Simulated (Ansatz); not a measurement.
# Ge: the cost of one run

Computed with Ansatz 0.2.0 (DFT LDA, scalar-relativistic, plane waves, PAW, unless a step's input says otherwise).

**1. The starting structure**

It takes space group Fd-3m (No. 227, cubic). The conventional cell has a = 5.622 Å, b = 5.622 Å, c = 5.622 Å, α = 90.00°, β = 90.00°, γ = 90.00°. Around Ge (site symmetry -43m) lie 4 Ge at 2.43 Å.

Structure file:

```
CELL_PARAMETERS angstrom
5.62180 0.00000 0.00000
0.00000 5.62180 0.00000
0.00000 0.00000 5.62180
ATOMIC_POSITIONS crystal
Ge 0.00000 0.00000 0.00000
Ge 0.00000 0.50000 0.50000
Ge 0.50000 0.00000 0.50000
Ge 0.50000 0.50000 0.00000
Ge 0.25000 0.25000 0.25000
Ge 0.25000 0.75000 0.75000
Ge 0.75000 0.25000 0.75000
Ge 0.75000 0.75000 0.25000
```

**2. Relaxing cell and atoms: Ge, no spin**

Input file input.yaml:

```yaml
crystal:
  lattice:
    - [5.6218, 0.0, 0.0]
    - [0.0, 5.6218, 0.0]
    - [0.0, 0.0, 5.6218]
  atoms:
    - { symbol: Ge, position: [0.0, 0.0, 0.0] }
    - { symbol: Ge, position: [0.0, 0.5, 0.5] }
    - { symbol: Ge, position: [0.5, 0.0, 0.5] }
    - { symbol: Ge, position: [0.5, 0.5, 0.0] }
    - { symbol: Ge, position: [0.25, 0.25, 0.25] }
    - { symbol: Ge, position: [0.25, 0.75, 0.75] }
    - { symbol: Ge, position: [0.75, 0.25, 0.75] }
    - { symbol: Ge, position: [0.75, 0.75, 0.25] }
scf:
  occupations: { method: gaussian, width: 0.05 }
output:
  forces: true
  stress: true
  eigenvalues: true
  write_density: true
  write_potential: true
  elf: true
  volumetric_format: npy
hamiltonian:
  xc: lda
kpoints:
  mp_grid: { grid: [4, 4, 4] }
relax:
  f_tol: 0.003
  cell: { stress_tol: 0.02 }
```

Command:

```
$ ansatz run input.yaml --threads 2 --pin off --max-ram 8192MiB --backend cpu --events-out ev --progress --plain --runs-dir out
```

Q: Estimate wall time and peak memory on 2 threads of Intel Xeon at 2.30GHz, shared host.

About 16 s, with a peak of 0.54 GiB.
